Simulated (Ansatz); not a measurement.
This script drives Ansatz's Python interface.

`mn3znn_lr_u.py`
```python
import ansatz as az


def main() -> None:
    mn3znn = (
        az.Lattice.from_parameters(3.902, 3.902, 3.902, alpha=90.0, beta=90.0, gamma=90.0)
        .atom('Mn', [0.0, 0.5, 0.5])
        .atom('Mn', [0.5, 0.0, 0.5])
        .atom('Mn', [0.5, 0.5, 0.0])
        .atom('Zn', [0.0, 0.0, 0.0])
        .atom('N', [0.5, 0.5, 0.5])
        .moments(Mn=2.8)
    )

    job = (
        mn3znn.calculation()
        .spin('collinear')
        .functional('pbesol')
        .occupations('fermi_dirac')
        .kpoints(7, 7, 7)
        .hubbard('Mn', 'd', u_eff='linear-response')
        .band_table()
    )
    found = []


    def keep(event):
        if event['event'] == 'lr_u_result':
            found.append(event['data'])


    outcome = job.session().plan().execute(on_event=keep)
    summary = outcome.report
    for orbit in found[-1]['orbits']:
        print(f'sites {orbit["sites"]}: n0 = {orbit["n0"]:.3f}, chi0 = {orbit["chi0_per_ev"]:.4f}/eV, chi = {orbit["chi_per_ev"]:.4f}/eV, U = {orbit["u_ev"]:.2f} eV')
    print('cycles:', found[-1]['n_cycles'], ' band edges:', summary.get('band_edges_ev'))
    print(f'net moment {summary["magnetization_mub"]:.3f} muB, absolute {summary["absolute_magnetization_mub"]:.3f} muB')
    for index, (site, m) in enumerate(zip(outcome.lattice.sites, summary['site_moments_mub'])):
        print(f'  {index:2d} {site.symbol:2s} {m:7.3f}')


if __name__ == '__main__':
    main()
```

It is started by `python mn3znn_lr_u.py`. Estimate its wall time and peak memory on 1 thread of Arm Neoverse V2, on a shared host.

It took about 45 s, with a peak of 0.61 GiB, for 1 run of the engine.

```console
$ python mn3znn_lr_u.py
DeckWarning: basis.ecutwfc = 420 eV, auto-derived from the records' recommended cutoffs: set by Mn (normal level)
sites [0, 1, 2]: n0 = 5.911, chi0 = -1.2166/eV, chi = -0.2487/eV, U = 3.16 eV
cycles: 1  band edges: None
net moment 10.524 muB, absolute 11.510 muB
   0 Mn   3.128
   1 Mn   3.128
   2 Mn   3.128
   3 Zn  -0.192
   4 N   -0.098
```
(Warnings from the package without file and line.)

Notes:
- The magnetic order follows from the starting moments and needn't be the lowest.
- The mesh is modest for a metal, so energies can be off by several to tens of meV an atom and pressures by half a GPa or more; differences at equal mesh fare better.
- The starting cell is as deposited in a crystallographic database; the results hold for this polymorph, which needn't be the stable one.
- Levels are Kohn-Sham eigenvalues on this mesh.
- The computed U depends on the projectors, on the cell (the perturbed atoms see their images) and on the spin treatment typed in the script; a run with no .spin step is spin-unpolarised.
